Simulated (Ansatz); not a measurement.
# H4MoN2S2: small, medium and large basis sets

Aim: see how fast density functionals converge with the basis set for H4MoN2S2.

Program: Ansatz 0.2.0, Gaussian basis. Level of theory: one geometry, several basis sets. These are calculated values, not measurements.

Levels to be run: PBE0-D4/def2-SVP; ωB97M-V/def2-SVP; PBE0-D4/def2-QZVPP; ωB97M-V/def2-QZVPP; the functionals' def2-TZVPP values are taken from earlier runs.

### Step 1. The relaxed structure

An earlier PBE0-D4 in a triple-zeta def2 set relaxation fixed the geometry. Mo takes the def2 core potential; no spin-orbit term is included.

9 atoms, charge 0, spin multiplicity 1.

Atoms are counted from 1 here; the program's logs count them from 0.

Bond lengths: N1–Mo2 1.918 Å, N1–H6 1.008 Å, N1–H7 1.008 Å, Mo2–N3 1.918 Å, Mo2–S4 2.105 Å, Mo2–S5 2.105 Å, N3–H8 1.008 Å, N3–H9 1.008 Å. Angles: Mo2–N1–H6 123.8°, Mo2–N1–H7 123.8°, H6–N1–H7 112.3°, N1–Mo2–N3 111.2°, N1–Mo2–S4 108.0°, N1–Mo2–S5 107.9°, N3–Mo2–S4 107.9°, N3–Mo2–S5 108.0°, S4–Mo2–S5 113.8°, Mo2–N3–H8 123.8°, Mo2–N3–H9 123.8°, H8–N3–H9 112.3°.

### Step 2. PBE0-D4 in def2-SVP

File in.yaml:

```yaml
crystal:
  periodic: [false, false, false]
  atoms:
    - {symbol: N, position_ang: [-1.187757, 1.022121, -0.495812]}
    - {symbol: Mo, position_ang: [0.372994, -0.091738, -0.476861]}
    - {symbol: N, position_ang: [0.631745, -0.895154, 1.244929]}
    - {symbol: S, position_ang: [0.084624, -1.636633, -1.876660]}
    - {symbol: S, position_ang: [2.042255, 1.123957, -0.883026]}
    - {symbol: H, position_ang: [-2.108092, 0.694727, -0.745979]}
    - {symbol: H, position_ang: [-1.177909, 2.006022, -0.275312]}
    - {symbol: H, position_ang: [1.179909, -0.479038, 1.981915]}
    - {symbol: H, position_ang: [0.250931, -1.790563, 1.509509]}
basis:
  gaussian: {orbitals: def2-SVP}
hamiltonian: {xc: pbe0, dispersion: d4}
output: {orbitals: {seedname: orbitals}}
```

The runs that follow: ωB97M-V in def2-SVP; PBE0-D4 in def2-QZVPP; ωB97M-V in def2-QZVPP.

**Question.** What will the summary of the whole plan be? Wanted: PBE0-D4: double and triple zeta above quadruple; ωB97M-V: double and triple zeta above quadruple.

The runs gave:

| quantity | value |
| --- | --- |
| PBE0-D4: double and triple zeta above quadruple | 12.71, 0.94 eV |
| ωB97M-V: double and triple zeta above quadruple | 12.73, 0.90 eV |

In words: For PBE0-D4 the step from double to triple zeta gains 11.77 eV and the next only 0.94 eV. Total energies overstate the basis error of differences, where much of it tends to cancel.
